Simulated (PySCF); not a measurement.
**Accurate constants of InF, step by step**

The task here is to estimate one member of a computed series from the others.

The runs use PySCF 2.14.0; CCSD(T) on RHF, scalar-relativistic core potentials.

2 further runs of the same task are left out: 2 set aside as unsound or not needed.

The first run:

```
molecule             : InF
state                : singlet, unpaired electrons none
smaller basis        : In cc-pwCVDZ-PP with ECP28, F aug-cc-pVDZ
larger basis         : In cc-pwCVTZ-PP with ECP28, F aug-cc-pVTZ
frozen core orbitals : 5
extrapolation        : correlation as n⁻³ (n = 2, 3), Hartree–Fock as (n+1)·exp(−9√n)
corrections          : core–valence correlation
distances (Å)        : 1.7707, 1.8512, 1.9317, 2.0122, 2.0926, 2.1932, 2.2939
masses (u)           : 114.9039, 18.9984
dissociation limit   : In + F
```

Launch:

```
OMP_NUM_THREADS=4 python comp.py task.json out
```

One of the session's tables, all rows but one given; the rest of the session is left out.

It belongs to the step «Constants step by step». 

| level | Re (Å) | ωe (cm⁻¹) | ωexe (cm⁻¹) | αe (cm⁻¹) | De (eV) |
| --- | --- | --- | --- | --- | --- |
| CCSD(T), smaller basis | 2.0072 | 522.9 | 2.59 | 0.00183 | 5.460 |
| CCSD(T), larger basis | 1.9897 | 529.7 | 2.69 | 0.00190 | 5.570 |
| HF/CBS | 1.9746 | 549.8 | 2.91 | 0.00193 | 3.701 |
| MP2/CBS | ? | ? | ? | ? | ? |
| CCSD/CBS | 1.9805 | 538.2 | 2.75 | 0.00191 | 5.447 |
| CCSD(T)/CBS | 1.9860 | 531.5 | 2.70 | 0.00191 | 5.633 |
| CCSD(T)/CBS+CV | 1.9855 | 531.7 | 2.70 | 0.00191 | 5.641 |

Q: Estimate the row for MP2/CBS from the others.

As computed: Re (Å): 1.9882; ωe (cm⁻¹): 525.5; ωexe (cm⁻¹): 2.67; αe (cm⁻¹): 0.00192; De (eV): 5.960. In the column «Re (Å)» it lies between CCSD(T)/CBS (1.9860) and CCSD(T), larger basis (1.9897).

An extrapolation from double and triple zeta is rough, so this isn't yet the limit.
